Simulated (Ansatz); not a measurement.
Predict the output of the script below (Ansatz 0.2.0 through its Python package).

Input file `bfh5nsi.xyz`:
```text
9

F     0.18050    0.37700   -2.27990
B     0.86830    0.54460   -1.05700
N     0.11290    0.87820    0.22740
Si   -0.75790   -0.54370    0.69160
H     2.05520    0.49560   -1.09750
H     0.87240    1.00520    0.98170
H    -1.81870   -0.81160   -0.33510
H     0.07860   -1.71350    0.83400
H    -1.50280   -0.27820    2.01770
```

Script `tae.py`:
```python
"""Energy to split BFH5NSi into its atoms."""

from collections import Counter
import logging
import sys

import ansatz as az

logging.basicConfig(stream=sys.stdout, format="%(name)s: %(message)s")
log = logging.getLogger("calc")
log.setLevel(logging.INFO)


def total_energy(molecule, charge=0, unpaired=0):
    calc = molecule.calculation().basis(gaussian="def2-TZVPP").functional("r2scan0")
    if charge:
        calc = calc.charge(charge)
    if unpaired:
        calc = calc.spin("collinear", total=unpaired)
    return calc.run(threads=1).report["free_energy_ev"]

mol = az.Crystal.molecule_from_extxyz("bfh5nsi.xyz")

# Hund ground states
unpaired = {"F": 1, "B": 1, "N": 3, "Si": 2, "H": 1}
counts = Counter(site.symbol for site in mol.cartesian_sites)
atom_energy = {s: total_energy(az.Crystal.molecule().atom(s, (0, 0, 0)), 0, unpaired[s]) for s in counts}
whole = total_energy(mol, 0, 0)
for s, e in atom_energy.items():
    log.info(f"{s:2s} x{counts[s]}  {e:14.5f} eV")
log.info(f"BFH5NSi: {whole:.5f} eV")
split = sum(counts[s] * e for s, e in atom_energy.items()) - whole
log.info(f"atomisation energy (no zero-point term): {split:.3f} eV, {split / sum(counts.values()):.3f} eV an atom")
```

```console
$ python tae.py
calc: F  x1     -2713.54478 eV
calc: B  x1      -670.45963 eV
calc: N  x1     -1485.23672 eV
calc: Si x1     -7873.33579 eV
calc: H  x5       -13.60215 eV
calc: BFH5NSi: -12842.89496 eV
calc: atomisation energy (no zero-point term): 32.307 eV, 3.590 eV an atom
```

32.307 eV from the electronic energies, without the zero-point term.

Total energies depend on the basis set; only differences at equal settings carry meaning. The geometry is a force-field or estimated start, not a minimum of this method, and the basis set is short of its limit. All parts are taken at fixed geometry, without zero-point energy. Finished in 10 s on 1 thread of Arm Neoverse V2, with other jobs on the host, peak memory 0.4 GiB.
